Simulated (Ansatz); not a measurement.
# C₃H₅F₃Si: small, medium and large basis sets

Aim: see how fast density functionals converge with the basis set for C₃H₅F₃Si.

Program: Ansatz 0.2.0, Gaussian basis. Level of theory: one geometry, several basis sets. These are calculated values, not measurements.

Plan: PBE0-D4/def2-SVP; ωB97M-V/def2-SVP; PBE0-D4/def2-QZVPP; ωB97M-V/def2-QZVPP; the functionals' def2-TZVPP values are taken from earlier runs.

## (1) Structure used throughout

All runs share one geometry, relaxed beforehand with PBE0-D4 in a triple-zeta def2 set.

12 atoms, charge 0, spin multiplicity 1.

Atoms are counted from 1 here; the program's logs count them from 0.

Bond lengths: C1–C2 1.325 Å, C1–H8 1.085 Å, C1–H9 1.083 Å, C2–C3 1.496 Å, C2–H10 1.087 Å, C3–Si4 1.842 Å, C3–H11 1.095 Å, C3–H12 1.096 Å, Si4–F5 1.579 Å, Si4–F6 1.577 Å, Si4–F7 1.579 Å. Angles: C2–C1–H8 121.7°, C2–C1–H9 121.2°, H8–C1–H9 117.1°, C1–C2–C3 124.8°, C1–C2–H10 119.2°, C3–C2–H10 116.0°, C2–C3–Si4 112.1°, C2–C3–H11 111.1°, C2–C3–H12 111.1°, Si4–C3–H11 107.8°, Si4–C3–H12 107.3°, H11–C3–H12 107.2°, C3–Si4–F5 111.4°, C3–Si4–F6 111.9°, C3–Si4–F7 111.4°, F5–Si4–F6 107.2°, F5–Si4–F7 107.3°, F6–Si4–F7 107.4°.

As a file:

```tsv
atom	x (Å)	y (Å)	z (Å)
C1	0.3501	-0.9051	1.8233
C2	0.7922	-0.4364	0.6653
C3	0.0472	-0.5159	-0.6292
Si4	-0.6173	1.1215	-1.1491
F5	-1.2604	1.0504	-2.5894
F6	-1.7342	1.6417	-0.1654
F7	0.5186	2.2167	-1.1953
H8	-0.6064	-1.4116	1.9057
H9	0.9315	-0.7983	2.7309
H10	1.7543	0.0690	0.6304
H11	-0.7948	-1.2116	-0.5573
H12	0.6962	-0.8756	-1.4359
```

## (2) PBE0-D4 in def2-SVP

in.yaml reads:

```yaml
crystal:
  periodic: [false, false, false]
  atoms:
    - {symbol: C, position_ang: [0.350061, -0.905058, 1.823322]}
    - {symbol: C, position_ang: [0.792194, -0.436401, 0.665297]}
    - {symbol: C, position_ang: [0.047165, -0.515876, -0.629177]}
    - {symbol: Si, position_ang: [-0.617289, 1.121454, -1.149083]}
    - {symbol: F, position_ang: [-1.260363, 1.050442, -2.589357]}
    - {symbol: F, position_ang: [-1.734198, 1.641738, -0.165388]}
    - {symbol: F, position_ang: [0.518610, 2.216673, -1.195313]}
    - {symbol: H, position_ang: [-0.606431, -1.411552, 1.905682]}
    - {symbol: H, position_ang: [0.931500, -0.798328, 2.730866]}
    - {symbol: H, position_ang: [1.754343, 0.068972, 0.630390]}
    - {symbol: H, position_ang: [-0.794816, -1.211558, -0.557282]}
    - {symbol: H, position_ang: [0.696223, -0.875604, -1.435858]}
basis:
  gaussian: {orbitals: def2-SVP}
hamiltonian: {xc: pbe0, dispersion: d4}
output: {orbitals: {seedname: orbitals}}
```

Started as:

```sh
$ ansatz run in.yaml --threads 4 --pin off --events-out ev --progress --plain --max-ram 11315MiB
```

Further steps of the session: ωB97M-V in def2-SVP; PBE0-D4 in def2-QZVPP; ωB97M-V in def2-QZVPP.

**Question.** What will the summary of the whole plan be? Wanted: PBE0-D4: double and triple zeta above quadruple; ωB97M-V: double and triple zeta above quadruple.

**Answer**, as computed:

| quantity | value |
| --- | --- |
| PBE0-D4: double and triple zeta above quadruple | 17.98, 0.92 eV |
| ωB97M-V: double and triple zeta above quadruple | 18.29, 0.86 eV |

For PBE0-D4 the step from double to triple zeta gains 17.06 eV and the next only 0.92 eV. Total energies overstate the basis error of differences, where much of it tends to cancel. The LUMO of ωB97M-V is positive and keeps falling with the basis (2.22 to 1.66 eV): an unbound level that the basis holds in place.
